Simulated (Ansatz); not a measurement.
# C3H8BGa: up Jacob's ladder to CCSD(T)

An exercise on one series of results from a longer session: the logs are not shown, and one member is left open.

The runs use Ansatz 0.2.0, Gaussian basis; functionals in def2-TZVPP, the program's frozen cores in correlated methods.

The runs, in order: LDA (SPW92), PBE-D4, revPBE-D4, BLYP-D4, r2SCAN-D4, B97M-V, PBE0-D4, B3LYP-D4, r2SCANh-D4, r2SCAN0-D4, HSE06-D4, BHLYP-D4, CAM-B3LYP-D4, LC-ωPBE, ωB97X-V, ωB97M-V, B2PLYP, PBE-QIDH; CCSD(T)/def2-SVP; CCSD(T)/def2-TZVPP; MP2/def2-QZVPP; extrapolation to the limit; RPA on PBE.

### Structure used throughout

All runs share one geometry, relaxed beforehand with PBE0-D4 in a triple-zeta def2 set.

SMILES `B[C](=C)[GaH][CH3]`, 13 atoms, charge 0, spin multiplicity 1.

Atoms are counted from 1 here; the program's logs count them from 0.

Bond lengths: B1–C2 1.476 Å, B1–H6 1.201 Å, B1–H7 1.201 Å, C2–C3 1.327 Å, C2–Ga4 2.041 Å, C3–H8 1.087 Å, C3–H9 1.089 Å, Ga4–C5 1.962 Å, Ga4–H10 1.572 Å, C5–H11 1.093 Å, C5–H12 1.093 Å, C5–H13 1.090 Å. Angles: C2–B1–H6 120.2°, C2–B1–H7 120.2°, H6–B1–H7 118.7°, B1–C2–C3 151.6°, B1–C2–Ga4 96.2°, C3–C2–Ga4 112.2°, C2–C3–H8 123.1°, C2–C3–H9 121.1°, H8–C3–H9 115.9°, C2–Ga4–C5 126.9°, C2–Ga4–H10 108.2°, C5–Ga4–H10 125.0°, Ga4–C5–H11 109.9°, Ga4–C5–H12 110.0°, Ga4–C5–H13 112.1°, H11–C5–H12 107.0°, H11–C5–H13 108.9°, H12–C5–H13 108.9°.

Set-up of the first run:

in.yaml reads:

```yaml
crystal:
  periodic: [false, false, false]
  atoms:
    - {symbol: B, position_ang: [-0.690602, -0.336227, 1.482439]}
    - {symbol: C, position_ang: [0.377283, -1.022892, 0.730102]}
    - {symbol: C, position_ang: [1.276895, -1.990101, 0.598810]}
    - {symbol: Ga, position_ang: [0.362633, 0.240676, -0.873217]}
    - {symbol: C, position_ang: [-0.782624, 1.813960, -1.121111]}
    - {symbol: H, position_ang: [-0.429410, 0.605934, 2.180128]}
    - {symbol: H, position_ang: [-1.844220, -0.585168, 1.258942]}
    - {symbol: H, position_ang: [1.922642, -2.085383, -0.270516]}
    - {symbol: H, position_ang: [1.407965, -2.744025, 1.373126]}
    - {symbol: H, position_ang: [1.442650, -0.257994, -1.900393]}
    - {symbol: H, position_ang: [-0.608088, 2.531094, -0.314524]}
    - {symbol: H, position_ang: [-1.834963, 1.523192, -1.067292]}
    - {symbol: H, position_ang: [-0.600169, 2.306934, -2.076484]}
basis:
  gaussian: {orbitals: def2-TZVPP}
hamiltonian: {xc: lda}
output: {orbitals: {seedname: orbitals}}
```

Command:

```
$ ansatz run in.yaml --threads 4 --pin off --events-out ev --progress --plain --max-ram 10444MiB
```

Among the steps run: LDA; PBE-D4 (GGA); revPBE-D4 (GGA); BLYP-D4 (GGA); r2SCAN-D4 (meta-GGA); B97M-V (meta-GGA); B3LYP-D4 (hybrid); r2SCANh-D4 (hybrid); r2SCAN0-D4 (hybrid); HSE06-D4 (hybrid); BHLYP-D4 (hybrid); CAM-B3LYP-D4 (range-separated); LC-ωPBE (range-separated); ωB97X-V (range-separated); ωB97M-V (range-separated); B2PLYP (double hybrid); PBE-QIDH (double hybrid).

One table of the session follows, with a row left open; its other results are not shown here.

It belongs to the step «Frontier levels by functional». 

| functional | HOMO (eV) | LUMO (eV) | gap (eV) |
| --- | --- | --- | --- |
| LDA (SPW92) | -6.42 | -2.62 | 3.80 |
| PBE-D4 | -6.27 | -2.35 | 3.93 |
| revPBE-D4 | -6.21 | -2.22 | 3.99 |
| BLYP-D4 | -6.13 | -2.27 | 3.87 |
| r2SCAN-D4 | -6.46 | -2.12 | 4.34 |
| B97M-V | ? | ? | ? |
| PBE0-D4 | -7.38 | -1.50 | 5.88 |
| B3LYP-D4 | -7.18 | -1.76 | 5.42 |
| r2SCANh-D4 | -6.88 | -1.82 | 5.06 |
| r2SCAN0-D4 | -7.51 | -1.38 | 6.13 |
| HSE06-D4 | -6.99 | -1.87 | 5.12 |
| BHLYP-D4 | -8.39 | -0.68 | 7.71 |
| CAM-B3LYP-D4 | -8.66 | -0.58 | 8.08 |
| LC-ωPBE | -9.96 | 0.60 | 10.56 |
| ωB97X-V | -9.62 | 0.45 | 10.07 |
| ωB97M-V | -9.51 | 0.23 | 9.74 |

**Question.** Estimate the row for B97M-V.

As computed: HOMO (eV): -6.54; LUMO (eV): -2.25; gap (eV): 4.28. In the column «HOMO (eV)» it lies between r2SCANh-D4 (-6.88) and r2SCAN-D4 (-6.46).
